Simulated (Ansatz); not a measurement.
# GePH+ (doublet): the correlation ladder, cc-pVDZ

One table from this session's results is given with a row withheld; the runs are named, their logs left out.

Method: cc-pVDZ, core rule «outside noble gas», up to 19 orbitals frozen; program: Ansatz 0.2.0, Gaussian basis.

To be run: UHF; CCSD(T) on ROHF; CCSD(T) on UHF; BCCD(T) on ROHF; CISD; CCSDT(Q) on ROHF; CCSDT(Q) on UHF; CASSCF and MRCISD+Q, 9 electrons in 9 orbitals; CASSCF and NEVPT2, 9 electrons in 9 orbitals.

15 further runs of the same task are left out: 9 that didn't finish, 6 set aside as unsound or not needed.

## What is computed

The geometry is a PBE0/def2-TZVP stationary point (not a proven minimum) of the parent state, kept for this charge and spin. No spin-orbit coupling is included. The filled d shell of Ge may be among the frozen orbitals whatever the setting's name suggests; the logs give the count.

3 atoms, charge 1, spin multiplicity 2.

Atoms are counted from 1 here; the program's logs count them from 0.

Bond lengths: Ge1–P2 2.127 Å, P2–H3 1.472 Å. Angles: Ge1–P2–H3 66.4°.

The first run:

in.yaml reads:

```yaml
crystal:
  periodic: [false, false, false]
  atoms:
    - {symbol: Ge, position_ang: [0.000000, 0.003202, 0.644587]}
    - {symbol: P, position_ang: [0.000000, -0.050258, -1.481526]}
    - {symbol: H, position_ang: [0.000000, 1.313640, -0.927004]}
basis:
  gaussian: {orbitals: cc-pVDZ}
total_charge: 1
magnetization: {spin_polarized: true, initial_magnetization: 1}
hamiltonian: {xc: hf}
output: {orbitals: {seedname: orbitals}}
```

Command:

```sh
$ ansatz run in.yaml --threads 1 --pin off --events-out ev --progress --plain --max-ram 2393MiB
```

Among the steps run: UHF; CCSD(T) on ROHF; CCSD(T) on UHF; BCCD(T) on ROHF; CISD; CCSDT(Q) on ROHF; CCSDT(Q) on UHF; CASSCF and MRCISD+Q, 9 electrons in 9 orbitals; CASSCF and NEVPT2, 9 electrons in 9 orbitals.

One table of the session follows, with a row left open; its other results are not shown here.

It belongs to the step «Misses and costs». 

```
          method  from UCCSDT(Q) (meV)
            ROHF               +5375.9
             UHF               +5288.0
            RMP2               +1124.1
            UMP2               +1142.9
            CISD                +608.2
           RCCSD                +230.3
           UCCSD                +227.5
        RCCSD(T)                     ?
        UCCSD(T)                 +44.8
         BCCD(T)                 +43.9
          RCCSDT                 +12.7
          UCCSDT                 +12.2
       RCCSDT(Q)                  +1.0
       UCCSDT(Q)                     0
  CASSCF valence               +3437.0
  NEVPT2 valence                +852.5
  MRCISD valence                +252.6
MRCISD+Q valence                 +23.1
```

**Question.** Estimate the row for RCCSD(T).

As computed: from UCCSDT(Q) (meV): +44.7. In the column «from UCCSDT(Q) (meV)» it lies between BCCD(T) (+43.9) and UCCSD(T) (+44.8).

To keep in mind: Restricted and unrestricted rows rest on different reference determinants; where their highest levels disagree by more than a few hundredths of an eV, they describe different states and don't form one ladder.
